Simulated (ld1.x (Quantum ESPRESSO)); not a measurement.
**A PAW potential for In, from input to tests**

Do these settings give a usable potential? It is generated, then checked for transferability, scattering, ghosts and hardness.

The numbers are computed with ld1.x (Quantum ESPRESSO) 7.5 (PBE, scalar-relativistic, spin-unpolarised reference atom).

### 1 The atom and the settings

Typed settings, in words:

```
element                 : indium (In, Z = 49)
type                    : PAW
frozen core             : [Kr]
valence charge          : 13
reference configuration : 4d10 5s2 5p0.75 (charge +0.25)
partial waves           : 5s (bound): rcut 1.60, rcutus 2.05 bohr; 5s channel at 2.55 Ry: rcut 1.60, rcutus 2.05 bohr; 5p (bound): rcut 2.20, rcutus 2.60 bohr; 5p channel at 0.4 Ry: rcut 2.20, rcutus 2.60 bohr; 4d (bound): rcut 1.40, rcutus 1.70 bohr; 4d channel at -0.9 Ry: rcut 1.40, rcutus 1.70 bohr; 4f channel at -0.19 Ry: rcut 2.00, rcutus 2.20 bohr; 4f channel at 2.55 Ry: rcut 2.00, rcutus 2.20 bohr
local potential         : all-electron potential smoothed inside 1.30 bohr (lloc = -2)
core correction         : Bessel-smoothed model core, default radius (core density twice the valence density)
augmentation charge     : PSQ, inside the norm-conserving radii
```

An earlier all-electron run gives the scale for the radii.

All-electron outer shells of the reference configuration (PBE, scalar-relativistic, ld1.x):

| shell | level (eV) | outermost node (bohr) | outermost maximum (bohr) |
| --- | --- | --- | --- |
| 4s | -121.34 | 0.41 | 0.77 |
| 4p | -79.81 | 0.42 | 0.82 |
| 4d | -20.30 | 0.40 | 0.94 |
| 5s | -9.75 | 1.02 | 2.13 |
| 5p | -3.87 | 1.14 | 2.81 |

### 2 Generating the potential

The input, In.in:

```
 &input
   title='In', zed=49., rel=1, dft='PBE', iswitch=3,
   config='[Kr] 4d10 4f-2 5s2 5p0.75',
   nld=4, rlderiv=2.85, eminld=-3.0, emaxld=5.0, deld=0.02
 /
 &inputp
   pseudotype=3, lpaw=.true., tm=.true., lloc=-2, rcloc=1.30,
   nlcc=.true., new_core_ps=.true.,
   which_augfun='PSQ', rmatch_augfun_nc=.true.,
   file_pseudopw='In.UPF', file_wfcaegen='ae.wfc', file_wfcncgen='nc.wfc', file_beta='beta', file_chi='chi', file_wfcusgen='us.wfc'
 /
8
5S  1  0   2.00   0.00  1.60  2.05  0.0
5S  1  0   0.00   2.55  1.60  2.05  0.0
5P  2  1   0.75   0.00  2.20  2.60  0.0
5P  2  1   0.00   0.40  2.20  2.60  0.0
4D  3  2  10.00   0.00  1.40  1.70  0.0
4D  3  2   0.00  -0.90  1.40  1.70  0.0
4F  4  3  -2.00  -0.19  2.00  2.20  0.0
4F  4  3  -2.00   2.55  2.00  2.20  0.0
 &test
   configts(1)='4d10 5s2 5p0.75'
 /
```

Command:

```bash
$ ld1.x < In.in > In.out
```

What the program wrote to In.out (without the banner and most projector matrices):

```text
     Program LD1 v.7.5
     --------------------------- All-electron run ----------------------------

     In
     scalar relativistic calculation

     atomic number is 49.00
     dft =PBE   lsd =0 sic =0 latt =0  beta=0.20 tr2=1.0E-14
     Exchange-correlation= PBE
                           (   1   4   3   4   0   0   0)
     mesh =1241 r(mesh) = 100.30140 a.u. xmin = -7.00 dx = 0.01250
     1 Ry =  13.60569312 eV, c = 137.03599908

     n l     nl                  e(Ry)          e(Ha)          e(eV)
     1 0     1S 1( 2.00)     -2040.0336     -1020.0168    -27756.0708
     2 0     2S 1( 2.00)      -305.5569      -152.7785     -4157.3134
     2 1     2P 1( 6.00)      -274.2607      -137.1303     -3731.5067
     3 0     3S 1( 2.00)       -58.0818       -29.0409      -790.2433
     3 1     3P 1( 6.00)       -47.8337       -23.9168      -650.8105
     4 0     4S 1( 2.00)        -8.9180        -4.4590      -121.3351
     4 1     4P 1( 6.00)        -5.8657        -2.9328       -79.8068
     3 2     3D 1(10.00)       -31.9269       -15.9634      -434.3873
     4 2     4D 1(10.00)        -1.4919        -0.7460       -20.2986
     5 0     5S 1( 2.00)        -0.7167        -0.3583        -9.7510
     5 1     5P 1( 0.75)        -0.2841        -0.1421        -3.8656

     final scf error:  4.0E-15 reached in  27 iterations

     Etot =  -11763.219605 Ry,   -5881.609802 Ha, -160046.756081 eV

     Ekin =   12261.049409 Ry,    6130.524704 Ha,  166820.075622 eV
     Encl =  -28436.987026 Ry,  -14218.493513 Ha, -386904.918823 eV
     Eh   =    4731.640022 Ry,    2365.820011 Ha,   64377.242112 eV
     Exc  =    -318.922010 Ry,    -159.461005 Ha,   -4339.154992 eV

     normalization and overlap integrals

     s(1S/1S) =  1.000000  <r> =   0.0297  <r2> =    0.0012  r(max) =   0.0192
     s(2S/2S) =  1.000000  <r> =   0.1285  <r2> =    0.0195  r(max) =   0.1090
     s(2P/2P) =  1.000000  <r> =   0.1122  <r2> =    0.0154  r(max) =   0.0870
     s(3S/3S) =  1.000000  <r> =   0.3486  <r2> =    0.1390  r(max) =   0.3153
     s(3P/3P) =  1.000000  <r> =   0.3471  <r2> =    0.1399  r(max) =   0.3075
     s(4S/4S) =  1.000000  <r> =   0.8480  <r2> =    0.8143  r(max) =   0.7658
     s(4P/4P) =  1.000000  <r> =   0.9219  <r2> =    0.9726  r(max) =   0.8152
     s(3D/3D) =  1.000000  <r> =   0.3243  <r2> =    0.1250  r(max) =   0.2581
     s(4D/4D) =  1.000000  <r> =   1.1821  <r2> =    1.6797  r(max) =   0.9354
     s(5S/5S) =  1.000000  <r> =   2.5788  <r2> =    7.6252  r(max) =   2.1344
     s(5P/5P) =  1.000000  <r> =   3.5670  <r2> =   14.9403  r(max) =   2.8100

     ------------------------ End of All-electron run ------------------------

     --------------------- Generating PAW atomic setup --------------------

      Generating local potential from pseudized AE potential:
      Matching radius rcloc =   1.3000
      Enforcing V''(0)=0 (lloc=-2)

      Local pseudo, rcloc= 1.295 Estimated cut-off energy=    19.18 Ry

      Computing core charge for nlcc:

       r > 0.68 : true rho core
      Core charge pseudized with two Bessel functions
      Integrated core pseudo-charge :  13.42
      Wfc-us  5S rcutus= 2.030  Estimated cut-off energy=    10.54 Ry
      Wfc-us  5S rcutus= 2.030  Estimated cut-off energy=    16.26 Ry
      Wfc-us  5P rcutus= 2.607  Estimated cut-off energy=    10.87 Ry
      Wfc-us  5P rcutus= 2.607  Estimated cut-off energy=    12.05 Ry
      Wfc-us  4D rcutus= 1.704  Estimated cut-off energy=    40.79 Ry
      Wfc-us  4D rcutus= 1.704  Estimated cut-off energy=    46.53 Ry
      Wfc-us  4F rcutus= 2.188  Estimated cut-off energy=    29.18 Ry
      Wfc-us  4F rcutus= 2.188  Estimated cut-off energy=    33.67 Ry

     Required augmentation: PSQ   radius:    2.600000

     Q pseudized with Bessel functions
     Expected ecutrho=     247.1537 due to l1=  2   l2=  3

     Estimated PAW energy = -410.528493 Ryd

     The PAW screened D coefficients
     1.02743     1.30989     0.00000     0.00000     0.00000     0.00000
     0.00000     0.00000
     1.30989     1.70714     0.00000     0.00000     0.00000     0.00000
     0.00000     0.00000
     0.00000     0.00000     0.41858     0.46350     0.00000     0.00000
     0.00000     0.00000
     0.00000     0.00000     0.46350     0.51547     0.00000     0.00000
     0.00000     0.00000
     0.00000     0.00000     0.00000     0.00000    -1.52777    -0.83845
     0.00000     0.00000
     0.00000     0.00000     0.00000     0.00000    -0.83845    -0.45900
     0.00000     0.00000
     0.00000     0.00000     0.00000     0.00000     0.00000     0.00000
    -0.02617    -0.03641
     0.00000     0.00000     0.00000     0.00000     0.00000     0.00000
    -0.03641     0.08168

     The PAW descreened D coefficients (US)
     1.04979     1.16638     0.00000     0.00000     0.00000     0.00000
     0.00000     0.00000
     1.16638     1.31832     0.00000     0.00000     0.00000     0.00000
     0.00000     0.00000
     0.00000     0.00000     0.32374     0.30685     0.00000     0.00000
     0.00000     0.00000
     0.00000     0.00000     0.30685     0.28592     0.00000     0.00000
     0.00000     0.00000
     0.00000     0.00000     0.00000     0.00000     2.29485     1.44071
     0.00000     0.00000
     0.00000     0.00000     0.00000     0.00000     1.44071     0.89234
     0.00000     0.00000
     0.00000     0.00000     0.00000     0.00000     0.00000     0.00000
     0.20751     0.34893
     0.00000     0.00000     0.00000     0.00000     0.00000     0.00000
     0.34893     0.99015

     ------------------- End of pseudopotential generation -------------------

     [... the all-electron block is printed once more ...]


     Computing logarithmic derivative in   2.86323
     Computing logarithmic derivative in   2.86323
     Computing the partial wave expansion
     R is outside the sphere for l=    0 j= 0.00
     R is outside the sphere for l=    0 j= 0.00
     R is outside the sphere for l=    1 j= 0.00
     R is outside the sphere for l=    1 j= 0.00
     R is outside the sphere for l=    2 j= 0.00
     R is outside the sphere for l=    2 j= 0.00
     R is outside the sphere for l=    3 j= 0.00
     R is outside the sphere for l=    3 j= 0.00

     ---------------------- Testing the pseudopotential ----------------------

     In
     scalar relativistic calculation

     atomic number is 49.00   valence charge is 13.00
     dft = SLA  PW   PBX  PBC   lsd =0 sic =0 latt =0  beta=0.20 tr2=1.0E-14
     mesh =1241 r(mesh) = 100.30140 xmin = -7.00 dx = 0.01250

     n l     nl             e AE (Ry)        e PS (Ry)    De AE-PS (Ry)
     3 2     4D   1(10.00)       -1.49192       -1.49193        0.00001
     1 0     5S   1( 2.00)       -0.71668       -0.71669        0.00000
     2 1     5P   1( 0.75)       -0.28412       -0.28412        0.00000

     eps = 5.4E-16  iter =  4

     Etot =  -11763.219605 Ry,   -5881.609802 Ha, -160046.756081 eV
     Etotps =  -410.528520 Ry,    -205.264260 Ha,   -5585.525063 eV

     Ekin =     220.505027 Ry,     110.252513 Ha,    3000.123723 eV
     Encl =    -413.773859 Ry,    -206.886929 Ha,   -5629.680143 eV
     Ehrt =     101.662307 Ry,      50.831154 Ha,    1383.186158 eV
     Ecxc =    -318.921995 Ry,    -159.460998 Ha,   -4339.154801 eV
     (Ecc =     -30.287231 Ry,     -15.143616 Ha,    -412.078771 eV)

     ---------------------- End of pseudopotential test ----------------------
```

Run time: 1.6 s. Hardware: 1 thread of Neoverse-V2, shared host. (Generation and the later configuration tests together.)

Partial waves on a coarse radial grid (AE all-electron, PS pseudo):

| r (bohr) | 4d AE | 4d PS |
| --- | --- | --- |
| 0.130 | -0.3837 | 0.0051 |
| 0.260 | -0.4575 | 0.0384 |
| 0.390 | -0.0434 | 0.1182 |
| 0.520 | 0.4233 | 0.2464 |
| 0.650 | 0.7566 | 0.4076 |
| 0.780 | 0.9342 | 0.5739 |
| 0.910 | 0.9913 | 0.7140 |
| 1.040 | 0.9715 | 0.8032 |
| 1.170 | 0.9093 | 0.8309 |
| 1.300 | 0.8274 | 0.8024 |
| 1.430 | 0.7393 | 0.7357 |
| 1.560 | 0.6528 | 0.6530 |
| 1.690 | 0.5718 | 0.5718 |
| 1.820 | 0.4981 | 0.4981 |
| 1.950 | 0.4321 | 0.4321 |
| 2.080 | 0.3739 | 0.3739 |
| 2.210 | 0.3229 | 0.3229 |
| 2.340 | 0.2784 | 0.2784 |
| 2.470 | 0.2398 | 0.2398 |
| 2.600 | 0.2063 | 0.2063 |
| 2.730 | 0.1774 | 0.1774 |
| 2.860 | 0.1524 | 0.1524 |
| 2.990 | 0.1309 | 0.1309 |
| 3.120 | 0.1124 | 0.1124 |
| 3.250 | 0.0964 | 0.0964 |
| 3.380 | 0.0827 | 0.0827 |

### 3 Transferability test

The input, In.test.in:

```
 &input
   title='In', zed=49., rel=1, dft='PBE', iswitch=2,
   config='[Kr] 4d10 4f-2 5s2 5p0.75'
 /
 &test
   file_pseudo='In.UPF', nconf=8,
   configts(1)='4d10 5s2 5p0.75',
   configts(2)='4d10 5s2 5p1',
   configts(3)='4d10 5s2 5p0',
   configts(4)='4d10 5s1 5p0',
   configts(5)='4d10 5s2 5p1.3',
   configts(6)='4d9 5s2 5p1',
   configts(7)='4d10 5s2 5p0.5',
   configts(8)='4d10 5s0 5p0'
 /
```

Command:

```bash
$ ld1.x < In.test.in > In.test.out
```

In.test.out, the pseudopotential blocks:

```text
     ---------------------- Testing the pseudopotential ----------------------

     In
     scalar relativistic calculation

     atomic number is 49.00   valence charge is 13.00
     dft =SLA  PW   PBX  PBC   lsd =0 sic =0 latt =0  beta=0.20 tr2=1.0E-14
     mesh =1241 r(mesh) = 100.30140 xmin = -7.00 dx = 0.01250

     n l     nl             e AE (Ry)        e PS (Ry)    De AE-PS (Ry)
     3 2     4D   1(10.00)       -1.49192       -1.49193        0.00001
     1 0     5S   1( 2.00)       -0.71668       -0.71669        0.00000
     2 1     5P   1( 0.75)       -0.28412       -0.28412        0.00000

     eps = 5.4E-16  iter =  4

     Etot =  -11763.219605 Ry,   -5881.609802 Ha, -160046.756081 eV
     Etotps =  -410.528520 Ry,    -205.264260 Ha,   -5585.525063 eV

     Ekin =     220.505027 Ry,     110.252513 Ha,    3000.123723 eV
     Encl =    -413.773859 Ry,    -206.886929 Ha,   -5629.680143 eV
     Ehrt =     101.662307 Ry,      50.831154 Ha,    1383.186158 eV
     Ecxc =    -318.921995 Ry,    -159.460998 Ha,   -4339.154801 eV
     (Ecc =     -30.287231 Ry,     -15.143616 Ha,    -412.078771 eV)

     ---------------------- End of pseudopotential test ----------------------

     ---------------------- Testing the pseudopotential ----------------------

     In
     scalar relativistic calculation

     atomic number is 49.00   valence charge is 13.00
     dft =SLA  PW   PBX  PBC   lsd =0 sic =0 latt =0  beta=0.20 tr2=1.0E-14
     mesh =1241 r(mesh) = 100.30140 xmin = -7.00 dx = 0.01250

     n l     nl             e AE (Ry)        e PS (Ry)    De AE-PS (Ry)
     3 2     4D   1(10.00)       -1.36879       -1.36885        0.00006
     1 0     5S   1( 2.00)       -0.60349       -0.60350        0.00001
     2 1     5P   1( 1.00)       -0.18511       -0.18511        0.00000

     eps = 7.5E-16  iter =  9

     Etot =  -11763.278081 Ry,   -5881.639040 Ha, -160047.551690 eV
     Etotps =  -410.587011 Ry,    -205.293505 Ha,   -5586.320869 eV
     dEtot_ae =      -0.058476 Ry
     dEtot_ps =      -0.058491 Ry,   Delta E=       0.000014 Ry

     Ekin =     220.552921 Ry,     110.276461 Ha,    3000.775367 eV
     Encl =    -415.372268 Ry,    -207.686134 Ha,   -5651.427615 eV
     Ehrt =     103.229721 Ry,      51.614861 Ha,    1404.511908 eV
     Ecxc =    -318.997385 Ry,    -159.498693 Ha,   -4340.180529 eV
     (Ecc =     -30.287231 Ry,     -15.143616 Ha,    -412.078771 eV)

     ---------------------- End of pseudopotential test ----------------------

     ---------------------- Testing the pseudopotential ----------------------

     In
     scalar relativistic calculation

     atomic number is 49.00   valence charge is 13.00
     dft =SLA  PW   PBX  PBC   lsd =0 sic =0 latt =0  beta=0.20 tr2=1.0E-14
     mesh =1241 r(mesh) = 100.30140 xmin = -7.00 dx = 0.01250

     n l     nl             e AE (Ry)        e PS (Ry)    De AE-PS (Ry)
     3 2     4D   1(10.00)       -1.91631       -1.91612       -0.00019
     1 0     5S   1( 2.00)       -1.09694       -1.09694       -0.00001
     2 1     5P   1( 0.00)       -0.61969       -0.61967       -0.00002

     eps = 3.0E-17  iter = 11

     Etot =  -11762.883901 Ry,   -5881.441951 Ha, -160042.188603 eV
     Etotps =  -410.192738 Ry,    -205.096369 Ha,   -5580.956508 eV
     dEtot_ae =       0.335703 Ry
     dEtot_ps =       0.335783 Ry,   Delta E=      -0.000079 Ry

     Ekin =     220.185393 Ry,     110.092696 Ha,    2995.774884 eV
     Encl =    -408.173358 Ry,    -204.086679 Ha,   -5553.481449 eV
     Ehrt =      96.455115 Ry,      48.227557 Ha,    1312.338692 eV
     Ecxc =    -318.659887 Ry,    -159.329944 Ha,   -4335.588635 eV
     (Ecc =     -30.287231 Ry,     -15.143616 Ha,    -412.078771 eV)

     ---------------------- End of pseudopotential test ----------------------

     ---------------------- Testing the pseudopotential ----------------------

     In
     scalar relativistic calculation

     atomic number is 49.00   valence charge is 13.00
     dft =SLA  PW   PBX  PBC   lsd =0 sic =0 latt =0  beta=0.20 tr2=1.0E-14
     mesh =1241 r(mesh) = 100.30140 xmin = -7.00 dx = 0.01250

     n l     nl             e AE (Ry)        e PS (Ry)    De AE-PS (Ry)
     3 2     4D   1(10.00)       -2.68486       -2.68542        0.00056
     1 0     5S   1( 1.00)       -1.73982       -1.74005        0.00023
     2 1     5P   1( 0.00)       -1.19185       -1.19189        0.00004

     eps = 4.2E-15  iter = 14

     Etot =  -11761.470178 Ry,   -5880.735089 Ha, -160022.953921 eV
     Etotps =  -408.778688 Ry,    -204.389344 Ha,   -5561.717388 eV
     dEtot_ae =       1.749426 Ry
     dEtot_ps =       1.749832 Ry,   Delta E=      -0.000405 Ry

     Ekin =     218.688645 Ry,     109.344322 Ha,    2975.410589 eV
     Encl =    -396.983833 Ry,    -198.491916 Ha,   -5401.240204 eV
     Ehrt =      87.635958 Ry,      43.817979 Ha,    1192.347952 eV
     Ecxc =    -318.119458 Ry,    -159.059729 Ha,   -4328.235725 eV
     (Ecc =     -30.287231 Ry,     -15.143616 Ha,    -412.078771 eV)

     ---------------------- End of pseudopotential test ----------------------

     ---------------------- Testing the pseudopotential ----------------------

     In
     scalar relativistic calculation

     atomic number is 49.00   valence charge is 13.00
     dft =SLA  PW   PBX  PBC   lsd =0 sic =0 latt =0  beta=0.20 tr2=1.0E-14
     mesh =1241 r(mesh) = 100.30140 xmin = -7.00 dx = 0.01250

     n l     nl             e AE (Ry)        e PS (Ry)    De AE-PS (Ry)
     3 2     4D   1(10.00)       -1.23747       -1.23758        0.00011
     1 0     5S   1( 2.00)       -0.48053       -0.48054        0.00001
     2 1     5P   1( 1.30)       -0.07809       -0.07809        0.00000

     eps = 5.4E-15  iter = 11

     Etot =  -11763.317192 Ry,   -5881.658596 Ha, -160048.083822 eV
     Etotps =  -410.626124 Ry,    -205.313062 Ha,   -5586.853036 eV
     dEtot_ae =      -0.097587 Ry
     dEtot_ps =      -0.097604 Ry,   Delta E=       0.000017 Ry

     Ekin =     220.579213 Ry,     110.289606 Ha,    3001.133080 eV
     Encl =    -417.065076 Ry,    -208.532538 Ha,   -5674.459439 eV
     Ehrt =     104.935687 Ry,      52.467844 Ha,    1427.722760 eV
     Ecxc =    -319.075948 Ry,    -159.537974 Ha,   -4341.249437 eV
     (Ecc =     -30.287231 Ry,     -15.143616 Ha,    -412.078771 eV)

     ---------------------- End of pseudopotential test ----------------------
```

3 tests gave no usable energy difference (4d9 5s2 5p1; 4d10 5s2 5p0.5; 4d10 5s0 5p0); the test run stopped with "negative rho".

The tests as a table, with energies relative to 4d10 5s2 5p0.75.

| valence configuration | charge | ΔE all-electron (eV) | error AE − PS (meV) |
| --- | --- | --- | --- |
| 4d10 5s2 5p1 | 0 | -0.796 | +0.2 |
| 4d10 5s2 5p0 | +1 | 4.567 | -1.1 |
| 4d10 5s1 5p0 | +2 | 23.802 | -5.5 |
| 4d10 5s2 5p1.3 | -0.3 | -1.328 | +0.2 |

### 4 Does it scatter like the atom?

Taken from the files of the generation run. The phase is arctan(r·u′/u) with u = r·R, unwrapped, with energies in Ry. A pole is an energy at which the radial function vanishes at the test radius. The pseudo phase is shifted by a multiple of π to meet the all-electron one at the reference energy. Levels narrower than the energy grid can be missing from the poles. The last column is the largest difference on the grid between −1 and +1 Ry.

| channel | radius (bohr) | reference (Ry) | poles AE | poles PS | window around the reference with phases within 0.05 rad (Ry) | largest difference near zero (rad) |
| --- | --- | --- | --- | --- | --- | --- |
| s | 2.86 | -0.72 | 0.35 | 0.35 | the whole range | 0.001 |
| p | 2.86 | -0.28 | 1.43 | 1.43, 3.38 | below 2.9 | 0.000 |
| d | 2.86 | -1.49 | -1.43, 3.42 | -1.43, 3.43 | the whole range | 0.001 |
| f | 2.86 | -0.19 | 2.64 | 2.64 | below 4.1 | 0.000 |

Phases (rad) along the scan:

```csv
E (Ry),s AE,s PS,p AE,p PS
-3.00,1.317,1.316,1.341,1.341
-2.52,1.274,1.274,1.312,1.312
-2.04,1.200,1.200,1.271,1.270
-1.56,1.033,1.033,1.202,1.202
-1.08,0.388,0.387,1.066,1.066
-0.60,-1.059,-1.059,0.681,0.681
-0.12,-1.441,-1.440,-0.542,-0.542
0.36,-1.573,-1.573,-1.245,-1.245
0.84,-1.652,-1.652,-1.454,-1.454
1.32,-1.719,-1.719,-1.554,-1.554
1.80,-1.795,-1.795,-1.620,-1.622
2.28,-1.909,-1.909,-1.677,-1.683
2.76,-2.146,-2.146,-1.739,-1.769
3.24,-2.863,-2.865,-1.823,-3.880
3.72,-3.953,-3.955,-1.973,-4.912
4.20,-4.344,-4.346,-2.367,-5.104
4.68,-4.493,-4.495,-3.516,-5.570
```

### 5 Cutoff and ghost test in a Bessel basis

This step uses the generator's waves and projectors in a separate script. Basis: spherical Bessel functions vanishing at 20 bohr, q² up to the cutoff; potential fixed at the reference.

All-electron valence levels (Ry): 5s -0.7167, 5p -0.2841, 4d -1.4919. The lowest levels of each channel (Ry) by cutoff; the last column sums, over occupied levels, occupation times the distance from the level at 400 Ry. A positive value at high cutoff is not a bound level.

```
cutoff (Ry)     s #1     p #1     d #1    f #1  Σ f·Δε (mRy)
          8  -0.7146  -0.2840  -0.1872  0.0643       13051.8
         12  -0.7165  -0.2841  -0.6369  0.0643        8550.5
         21  -0.7167  -0.2841  -1.3463  0.0643        1456.7
         30  -0.7167  -0.2841  -1.4771  0.0643         148.8
         40  -0.7167  -0.2841  -1.4910  0.0643           8.9
         50  -0.7167  -0.2841  -1.4914  0.0643           5.6
         70  -0.7167  -0.2841  -1.4918  0.0643           0.9
         90  -0.7167  -0.2841  -1.4919  0.0643           0.3
        400  -0.7167  -0.2841  -1.4919  0.0643           0.0
```

The sum stays within 10 mRy from 40 Ry and within 1 mRy from 70 Ry. The sum leaves out empty levels, which can need more. Ghost test: no level below the all-electron spectrum of its channel (s, p, d, f tested).

### 6 Results

| quantity | value |
| --- | --- |
| cutoffs for 10 and 1 mRy, occupied levels | 40 Ry and 70 Ry |
| bound ghosts | none found |
| largest test error (AE − PS) | -5.5 meV, for 4d10 5s1 5p0 (3 tests unsolved) |
| largest phase difference near zero energy, channels read | 0.001 rad |
| lowest eigenvalue of the overlap (Bessel basis) | 0.451 (p) |
| density cutoff estimated by the generator | 247 Ry |

By total energies transferability is good where solved: the largest error is 5.5 meV on 23.8 eV, for 4d10 5s1 5p0. The test run broke off, so later configurations gave nothing; the verdict rests on few tests. The potential is of middling hardness: the looser tolerance needs 40 Ry. The slowest occupied level is 4d: taken alone it needs 40 Ry to come within 1 mRy, against 10 Ry for 5s. The Bessel-basis test finds no level below the valence levels. Near zero energy the phases of the channels with partial waves agree within 0.001 rad. All of this concerns the isolated atom, not yet a solid.
